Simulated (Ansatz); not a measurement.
**ClGaH3In: one species, many methods**

How much do the methods differ for ClGaH3In? The plan is to run it at one geometry with functionals of several rungs and with coupled cluster. The yardstick is the atomisation energy at the CCSD(T) limit.

Computed with Ansatz 0.2.0, Gaussian basis. Level: functionals in def2-TZVPP, the program's frozen cores in correlated methods.

Levels to be run: LDA (SPW92), PBE-D4, revPBE-D4, BLYP-D4, r2SCAN-D4, B97M-V, PBE0-D4, B3LYP-D4, r2SCANh-D4, r2SCAN0-D4, HSE06-D4, BHLYP-D4, CAM-B3LYP-D4, LC-ωPBE, ωB97X-V, ωB97M-V, B2PLYP, PBE-QIDH; CCSD(T)/def2-SVP; CCSD(T)/def2-TZVPP; MP2/def2-QZVPP; extrapolation to the limit; RPA on PBE.

## (1) The geometry

The geometry comes from an earlier relaxation with PBE0-D4 in a triple-zeta def2 set; it is a stationary point. In takes the def2 core potential; no spin-orbit term is included.

6 atoms, charge 0, spin multiplicity 1.

Atoms are counted from 1 here; the program's logs count them from 0.

Bond lengths: Cl1–In2 2.536 Å, Cl1–Ga3 2.582 Å, In2–Ga3 2.826 Å, In2–H4 1.690 Å, In2–H5 1.814 Å, In2–H6 1.813 Å. Angles: In2–Cl1–Ga3 67.0°, Cl1–In2–Ga3 57.3°, Cl1–In2–H4 115.2°, Cl1–In2–H5 86.3°, Cl1–In2–H6 86.3°, Ga3–In2–H4 172.5°, Ga3–In2–H5 50.5°, Ga3–In2–H6 50.6°, H4–In2–H5 132.3°, H4–In2–H6 132.4°, H5–In2–H6 88.4°, Cl1–Ga3–In2 55.7°.

## (2) LDA

This LDA is Slater exchange with PW92 correlation.

Input file in.yaml:

```yaml
crystal:
  periodic: [false, false, false]
  atoms:
    - {symbol: Cl, position_ang: [-1.869306, 0.072080, 0.742374]}
    - {symbol: In, position_ang: [0.256678, -0.686978, -0.413444]}
    - {symbol: Ga, position_ang: [0.014590, 1.834830, 0.838533]}
    - {symbol: H, position_ang: [0.191608, -2.229465, -1.100002]}
    - {symbol: H, position_ang: [0.312131, 0.972875, -1.142375]}
    - {symbol: H, position_ang: [1.136201, -0.027343, 1.028714]}
basis:
  gaussian: {orbitals: def2-TZVPP}
hamiltonian: {xc: lda}
output: {orbitals: {seedname: orbitals}}
```

The run is started by

```bash
$ ansatz run in.yaml --threads 2 --pin off --events-out ev --progress --plain --max-ram 4352MiB
```

The runs that follow: PBE-D4 (GGA); revPBE-D4 (GGA); BLYP-D4 (GGA); r2SCAN-D4 (meta-GGA); B97M-V (meta-GGA); PBE0-D4 (hybrid); B3LYP-D4 (hybrid); r2SCANh-D4 (hybrid); r2SCAN0-D4 (hybrid); HSE06-D4 (hybrid); BHLYP-D4 (hybrid); CAM-B3LYP-D4 (range-separated); LC-ωPBE (range-separated); ωB97X-V (range-separated); ωB97M-V (range-separated); B2PLYP (double hybrid); PBE-QIDH (double hybrid); CCSD(T) in def2-SVP; CCSD(T) in def2-TZVPP; MP2 in def2-QZVPP; RPA on PBE orbitals.

Q: Predict the results of all the runs planned. Wanted: atomisation energy, CCSD(T)/CBS; farthest beyond LDA; mean size of error, GGA; mean size of error, meta-GGA; mean size of error, hybrid; mean size of error, range-separated; mean size of error, double hybrid; gap, smallest and largest; T1 diagnostic.

**Answer**, as computed:

```
                               quantity                                      value
        atomisation energy, CCSD(T)/CBS                              1279.5 kJ/mol
 functionals within 12.8 kJ/mol (1.0 %)                         r2SCAN-D4, ωB97X-V
                    farthest beyond LDA                   revPBE-D4 (-65.9 kJ/mol)
                mean size of error, GGA                                53.8 kJ/mol
           mean size of error, meta-GGA                                14.0 kJ/mol
             mean size of error, hybrid                                39.4 kJ/mol
    mean size of error, range-separated                                27.4 kJ/mol
      mean size of error, double hybrid                                52.4 kJ/mol
              gap, smallest and largest  4.33 eV (LDA (SPW92)), 10.28 eV (LC-ωPBE)
                          T1 diagnostic                                     0.0146
triples share of the correlation energy                                      3.7 %
```

The LDA atomisation energy is off by 167.6 kJ/mol (13 %): it overbinds. PBE-D4 is off by -30.9 kJ/mol. Double hybrids carry the basis error of their MP2 part in triple zeta, and no dispersion term here, so their miss is partly the set-up's. By mean error the best rung here is meta-GGA (14.0 kJ/mol) and the worst beyond LDA is GGA (53.8 kJ/mol). Misses under about 12.8 kJ/mol are within the doubt on the reference itself, which lacks core-valence correlation, spin-orbit coupling and higher excitations, and its outer-core shells are covered unevenly. All levels share the lack of spin-orbit coupling, which lowers the free heavy atoms and so the true binding. Hartree-Fock recovers 69 % of the binding; the rest is correlation. CCSD(T) in def2-SVP is off by -123.1 kJ/mol, so the small basis spoils what the method gains. Orbital gaps span 4.3 to 10.3 eV; exact exchange widens them. Correlated methods include outer-core shells of Ga, In, which these sets cover unevenly.
